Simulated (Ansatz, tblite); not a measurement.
# Ga12N12 zinc blende off sphere (Ga₁₂N₁₂H₃₂): spin states and exact exchange

Aim: set other spin states of Ga12N12 zinc blende off sphere (Ga₁₂N₁₂H₃₂) against its singlet, on many levels of theory.

Program: Ansatz 0.2.0, Gaussian basis. Level of theory: as each input shows. These are calculated values, not measurements.

Plan: triplet, at the geometry of the singlet (GFN1-xTB, GFN2-xTB, PBE0-D4/def2-TZVP, PBE-D4/def2-TZVP); the singlet's energies come from earlier runs.

1 further run of the same task is left out (set aside as unsound or not needed). Runs told in other sessions of the task aren't counted.

**1. The geometry**

The geometry is that of the singlet, from an earlier relaxation (PBE-D4/def2-SVP).

56 atoms, charge 0, spin multiplicity 1.

Bond lengths: N1–Ga14 2.052 Å, N1–Ga15 1.978 Å, N1–H25 1.030 Å, N1–H26 1.039 Å, N2–Ga13 2.021 Å, N2–Ga17 2.041 Å, N2–H27 1.032 Å, N2–H28 1.030 Å, N3–Ga16 2.047 Å, N3–Ga18 2.021 Å, N3–H29 1.032 Å, N3–H30 1.030 Å, N4–Ga14 1.952 Å, N4–Ga19 2.042 Å, N4–Ga20 1.953 Å, N4–H31 1.032 Å, N5–Ga16 1.965 Å, N5–Ga19 2.036 Å and more. Angles: Ga14–N1–Ga15 120.6°, Ga14–N1–H25 109.3°, Ga14–N1–H26 102.2°, Ga15–N1–H25 111.8°, Ga15–N1–H26 106.4°, H25–N1–H26 104.9°, Ga13–N2–Ga17 119.1°, Ga13–N2–H27 104.8°, Ga13–N2–H28 111.6°, Ga17–N2–H27 103.4°, Ga17–N2–H28 112.6°, H27–N2–H28 103.3°, Ga16–N3–Ga18 120.0°, Ga16–N3–H29 107.3°, Ga16–N3–H30 107.5°, Ga18–N3–H29 109.0°, Ga18–N3–H30 108.8°, H29–N3–H30 103.0° and more.

**2. Triplet at the fixed geometry, GFN1-xTB**

Tight binding, by tblite at 300 K electronic temperature and without a spin-polarisation term:

```python
tblite.interface.Calculator('GFN1-xTB', numbers, positions, charge=0, uhf=2).singlepoint()
```

Energy -1950.2596 eV; 0.44 s.

**3. Triplet at the fixed geometry, GFN2-xTB**

Tight binding, by tblite at 300 K electronic temperature and without a spin-polarisation term:

```python
tblite.interface.Calculator('GFN2-xTB', numbers, positions, charge=0, uhf=2).singlepoint()
```

Energy -1799.5859 eV; 0.37 s.

**4. Triplet at the fixed geometry, PBE0-D4/def2-TZVP**

Contents of in.yaml:

```yaml
crystal:
  periodic: [false, false, false]
  atoms:
    - {symbol: N, position_ang: [-3.466655, 1.244212, -0.332977]}
    - {symbol: N, position_ang: [-1.516232, -3.048965, 1.872553]}
    - {symbol: N, position_ang: [1.011919, -3.149270, -0.531644]}
    - {symbol: N, position_ang: [-1.302032, 1.302991, -2.727275]}
    - {symbol: N, position_ang: [0.919527, -0.914510, -2.763486]}
    - {symbol: N, position_ang: [-1.303880, -0.978550, -0.573706]}
    - {symbol: N, position_ang: [-1.232871, 1.234845, 1.738855]}
    - {symbol: N, position_ang: [0.960683, -0.961061, 1.738526]}
    - {symbol: N, position_ang: [0.979982, 1.307074, -0.572510]}
    - {symbol: N, position_ang: [-1.251737, 3.466135, -0.333572]}
    - {symbol: N, position_ang: [3.151211, -1.009709, -0.529846]}
    - {symbol: N, position_ang: [3.046529, 1.514922, 1.877898]}
    - {symbol: Ga, position_ang: [-2.600172, -2.082413, 0.466613]}
    - {symbol: Ga, position_ang: [-2.470316, 0.106575, -1.719397]}
    - {symbol: Ga, position_ang: [-2.478547, 2.473778, 0.860005]}
    - {symbol: Ga, position_ang: [-0.262429, -2.126157, -1.765041]}
    - {symbol: Ga, position_ang: [-0.197807, -1.986200, 3.012220]}
    - {symbol: Ga, position_ang: [2.147000, -2.146374, 0.806108]}
    - {symbol: Ga, position_ang: [-0.199049, 0.202047, -4.047370]}
    - {symbol: Ga, position_ang: [-0.108021, 2.472111, -1.717387]}
    - {symbol: Ga, position_ang: [2.129560, 0.267092, -1.763028]}
    - {symbol: Ga, position_ang: [-0.098551, 0.099743, 0.513764]}
    - {symbol: Ga, position_ang: [1.986919, 0.192604, 3.017074]}
    - {symbol: Ga, position_ang: [2.078162, 2.602301, 0.474216]}
    - {symbol: H, position_ang: [-4.265889, 1.711043, -0.785624]}
    - {symbol: H, position_ang: [-3.890939, 0.520672, 0.279488]}
    - {symbol: H, position_ang: [-2.211517, -3.381890, 2.559138]}
    - {symbol: H, position_ang: [-1.108948, -3.920577, 1.505315]}
    - {symbol: H, position_ang: [1.626945, -3.719606, -1.132213]}
    - {symbol: H, position_ang: [0.455662, -3.857644, -0.031162]}
    - {symbol: H, position_ang: [-1.882140, 1.883499, -3.353706]}
    - {symbol: H, position_ang: [1.488456, -1.482807, -3.411804]}
    - {symbol: H, position_ang: [-1.716484, 0.574943, 2.372971]}
    - {symbol: H, position_ang: [-0.569329, 1.727389, 2.361706]}
    - {symbol: H, position_ang: [-1.723906, 4.260245, -0.789729]}
    - {symbol: H, position_ang: [-0.532504, 3.897063, 0.278751]}
    - {symbol: H, position_ang: [3.720656, -1.624828, -1.131304]}
    - {symbol: H, position_ang: [3.860977, -0.455663, -0.028763]}
    - {symbol: H, position_ang: [3.917367, 1.105872, 1.510679]}
    - {symbol: H, position_ang: [3.381263, 2.209055, 2.564795]}
    - {symbol: H, position_ang: [-3.277809, -3.179635, -0.454080]}
    - {symbol: H, position_ang: [-3.517718, -1.081017, 1.329778]}
    - {symbol: H, position_ang: [-3.582635, -0.632164, -2.557675]}
    - {symbol: H, position_ang: [-3.388765, 3.380242, 1.770332]}
    - {symbol: H, position_ang: [-1.025658, -3.198286, -2.632924]}
    - {symbol: H, position_ang: [0.674737, -3.062149, 3.785339]}
    - {symbol: H, position_ang: [-1.173481, -0.964455, 3.754798]}
    - {symbol: H, position_ang: [3.124597, -3.123815, 1.562941]}
    - {symbol: H, position_ang: [-1.196251, -0.775302, -4.798961]}
    - {symbol: H, position_ang: [0.775818, 1.202355, -4.798200]}
    - {symbol: H, position_ang: [0.628242, 3.586160, -2.555864]}
    - {symbol: H, position_ang: [3.204240, 1.030249, -2.627914]}
    - {symbol: H, position_ang: [0.970610, 1.168187, 3.765467]}
    - {symbol: H, position_ang: [3.064381, -0.681703, 3.785753]}
    - {symbol: H, position_ang: [1.071497, 3.511457, 1.341062]}
    - {symbol: H, position_ang: [3.175386, 3.289887, -0.438987]}
basis:
  gaussian: {orbitals: def2-TZVP, fitting: {mean_field: def2-universal-jkfit}}
magnetization: {spin_polarized: true, initial_magnetization: 2}
hamiltonian: {xc: pbe0, dispersion: d4}
scf: {omitted_lower_state_checks: [starts]}
output: {orbitals: {seedname: orbitals}}
```

Launch:

```bash
$ ansatz run in.yaml --threads 11 --pin off --events-out ev --progress --plain --max-ram 110592MiB --backend cuda --devices 0, --max-vram 75GiB
```

The log of the run:

```text
Functional definition: PBE0
  name "PBE0"
  cite "Adamo & Barone, J. Chem. Phys. 110, 6158 (1999) doi:10.1063/1.478522"
  cite "Perdew, Burke & Ernzerhof, Phys. Rev. Lett. 77, 3865 (1996) doi:10.1103/PhysRevLett.77.3865"
  parent pbe
  parameter a = 0.25
  parameter kappa = 0.804
  parameter beta = 0.06672455060314922
  exchange = (1 - a)*pbe_x(kappa = kappa, mu = beta*pi^2/3) + a*exact_x
  correlation = pbe_c(beta = beta)
these checks for a lower state are left out or cut short: starts
4692 factors; integrals over basis functions are off by at most 5.8e-1 eV
mean field evaluation 1: about -646781.4156 eV, gradient 1.5e2 eV
mean field evaluation 2: about -646442.8358 eV, gradient 3.0e2 eV
mean field evaluation 4: about -646844.4388 eV, gradient 4.9e1 eV
mean field evaluation 8: about -646856.0169 eV, gradient 3.0e0 eV
mean field evaluation 16: about -646856.1135 eV, gradient 2.8e-1 eV
mean field evaluation 32: about -646856.1424 eV, gradient 8.3e-2 eV
mean field -646856.16443266 eV, -23771.5255880443 hartree, gradient 4.2e-6 eV, S^2 2.007939; 0 other end points of the search recorded, 0 dependent functions left out
reference -646856.16451198 eV, -23771.5255909592 hartree; 245, 243 occupied and 895, 897 virtual orbitals, 4692 factors
Total energy: -646860.12215066 eV, -23771.6710314982 hartree
Checks for a lower state left out: starts
```

Wall time 64 s (1 × H100 with 11 threads of AMD EPYC 7R13, shared host); peak host memory 2.1 GiB.

Report: HOMO -1.68 eV, LUMO -6.48 eV (over both spins; with the spin held, an empty level of the minority spin lies below the top filled one); ⟨S²⟩ 2.008 (pure: 2.00).

**5. Triplet at the fixed geometry, PBE-D4/def2-TZVP**

start.molden holds the orbitals of an earlier run on this state, given as this run's starting guess.

Changes to in.yaml since step 4:

```diff
@@ -60,5 +60,5 @@
 basis:
-  gaussian: {orbitals: def2-TZVP, fitting: {mean_field: def2-universal-jkfit}}
+  gaussian: {orbitals: def2-TZVP, fitting: {mean_field: def2-universal-jkfit}, initial_orbitals: start.molden}
 magnetization: {spin_polarized: true, initial_magnetization: 2}
-hamiltonian: {xc: pbe0, dispersion: d4}
+hamiltonian: {xc: pbe, dispersion: d4}
 scf: {omitted_lower_state_checks: [starts]}
```

The command is unchanged.

The log of the run:

```text
Functional definition: PBE
  name "PBE"
  cite "Perdew, Burke & Ernzerhof, Phys. Rev. Lett. 77, 3865 (1996) doi:10.1103/PhysRevLett.77.3865"
  parent pbe
  parameter kappa = 0.804
  parameter beta = 0.06672455060314922
  exchange = pbe_x(kappa = kappa, mu = beta*pi^2/3)
  correlation = pbe_c(beta = beta)
these checks for a lower state are left out or cut short: starts
4692 factors; integrals over basis functions are off by at most 5.8e-1 eV
mean field evaluation 1: about -646841.0117 eV, gradient 2.2e1 eV
mean field evaluation 2: about -646842.0548 eV, gradient 1.1e0 eV
mean field evaluation 4: about -646842.1667 eV, gradient 2.0e-1 eV
mean field evaluation 8: about -646842.1954 eV, gradient 5.9e-2 eV
mean field evaluation 16: about -646842.1956 eV, gradient 9.3e-4 eV
mean field -646842.19557156 eV, -23771.0122418674 hartree, gradient 2.4e-6 eV, S^2 2.001819; 0 other end points of the search recorded, 0 dependent functions left out
reference -646842.19567772 eV, -23771.0122457688 hartree; 245, 243 occupied and 895, 897 virtual orbitals, 4692 factors
Total energy: -646846.59942033 eV, -23771.1740803246 hartree
Checks for a lower state left out: starts
```

Run time: 20 s. Hardware: 1 × H100 with 11 threads of AMD EPYC 7R13, shared host; peak host memory 2 GiB.

From the report: HOMO -1.50 eV, LUMO -6.36 eV (over both spins; with the spin held, an empty level of the minority spin lies below the top filled one); ⟨S²⟩ 2.002 (pure: 2.00).

**6. Triplet less singlet, vertical**

The singlet's energies are those of its earlier runs, whose logs aren't repeated here.

```tsv
level	triplet less singlet, vertical (eV)	time
GFN1-xTB	+4.687	0.74 s
GFN2-xTB	+4.413	0.61 s
PBE-D4/def2-TZVP	+4.808	26 s
PBE0-D4/def2-TZVP	+5.839	75 s
```

Times add the two runs; a level without a time comes out of a correlated run. Tight binding without a spin term can't rank spin states.

**7. Outcome**

| quantity | value |
| --- | --- |
| triplet less singlet, vertical, functionals in def2-TZVP | +4.808 (PBE-D4) to +5.839 eV (PBE0-D4) |

**Reading.** All functionals put the triplet above the singlet, over a spread of 1.031 eV. The checks for a lower triplet were left out, so another state of that spin may lie lower. These are electronic energies, without zero-point motion, entropy or surroundings.
